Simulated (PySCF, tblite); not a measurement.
**C₅H₁₂GeSSi: geometry, infrared bands and NMR shifts**

Aim: predict the infrared bands and NMR shifts of C₅H₁₂GeSSi (`[SiH3][Ge@]1([CH]2CC2)[CH2]C[S]1`).

Programs: tblite 0.8.0 and PySCF 2.14.0, with density-fitted response routines of our own. Each step states its level of theory. These are calculated values for one molecule in the gas phase, unless marked as measured. Atoms are numbered from 0 throughout.

## Step 1: Starting geometry

20 atoms, charge 0, multiplicity 1; geometry from: force field or distance geometry start.

Bonds of the start (Å): Si0–Ge1 2.26, Ge1–C2 1.91, C2–C3 1.48, C3–C4 1.53, Ge1–C5 1.93, C5–C6 1.50, C6–S7 1.83, S7–Ge1 2.22, C4–C2 1.52, Si0–H8 1.49, Si0–H9 1.45, Si0–H10 1.48, C2–H11 1.12, C3–H12 1.09, C3–H13 1.12, C4–H14 1.10, C4–H15 1.11, C5–H16 1.11, C5–H17 1.11, C6–H18 1.10, C6–H19 1.10.

## Step 2: Optimising the geometry with GFN2-xTB

Job settings and geometry (Å):

```
{"job": {"kind": "relax", "xc": "GFN2-xTB", "basis": "xTB"}, "charge": 0, "multiplicity": 1}
Si    -0.440300     2.338800    -0.073700
Ge    -0.316900     0.079800    -0.049300
C      1.386900    -0.786500    -0.029400
C      2.688200    -0.075100    -0.084200
C      2.178700    -0.610000     1.257900
C     -1.627400    -0.917300    -1.052400
C     -2.787100    -0.819700    -0.107700
S     -1.739200    -0.813800     1.395100
H     -1.530600     2.735600     0.855900
H      0.750200     3.045600     0.365600
H     -0.913300     2.788300    -1.406000
H      1.393300    -1.829500    -0.435400
H      2.779600     0.996000    -0.237700
H      3.561300    -0.678800    -0.454200
H      1.889300     0.181700     1.969700
H      2.590900    -1.563600     1.660900
H     -1.777200    -0.441300    -2.040700
H     -1.301000    -1.969600    -1.164000
H     -3.401700     0.086800    -0.215000
H     -3.388800    -1.736400    -0.158500
```

Command:

```console
$ OMP_NUM_THREADS=1 python probes_run.py task.json out
```

The driver reads the jobs from task.json and runs them one after another.

**Question.** This job is followed by: GFN2-xTB harmonic vibrations, gas phase; GIAO PBE0/pcSseg-1 NMR shielding, non-relativistic, gas phase. What will the session give for the following? strongest single infrared mode (GFN2-xTB); zero-point energy (GFN2-xTB); ¹³C shifts against TMS (PBE0/pcSseg-1); ¹H shifts against TMS (PBE0/pcSseg-1, means over atoms taken as alike); ²⁹Si shifts against TMS (PBE0/pcSseg-1); ⁷³Ge shifts against GeMe4 (PBE0/pcSseg-1); ³³S shifts against CS2 (PBE0/pcSseg-1).

The runs gave:

```
                                                              quantity                                                           value
                             strongest single infrared mode (GFN2-xTB)                                            753 cm⁻¹, 532 km/mol
                                          zero-point energy (GFN2-xTB)                                                   93.6 kcal/mol
                                ¹³C shifts against TMS (PBE0/pcSseg-1)                                  32.9, 29.9, 13.0, 3.6, 2.3 ppm
¹H shifts against TMS (PBE0/pcSseg-1, means over atoms taken as alike)  3.61, 3.52, 3.33, 2.79, 2.43, 0.89, 0.83, 0.76, 0.27, 0.02 ppm
                               ²⁹Si shifts against TMS (PBE0/pcSseg-1)                                                      -111.2 ppm
                             ⁷³Ge shifts against GeMe4 (PBE0/pcSseg-1)                                                          62 ppm
                                ³³S shifts against CS2 (PBE0/pcSseg-1)                                                         -35 ppm
```

In words: The optimisation took 137 steps and gained 0.838 eV; among the close pairs (by a distance rule), Si0–Ge1 changed most, from 2.262 to 2.394 Å. The lowest mode is slightly imaginary (16i cm⁻¹), a soft motion within the noise of the Hessian, so the minimum is not strictly shown. The strongest single mode, at 753 cm⁻¹, moves mainly H8 and H10. GFN2-xTB is a fitted tight-binding method: band positions and strengths are rough. Its intensities can rank the bands wrongly. At PBE0/pcSseg-1: The widest tensor belongs to S7: span 545 ppm, with a paramagnetic part of -519 ppm. Spin-orbit coupling is left out, which matters for shieldings and couplings at and beside the heavy atoms.
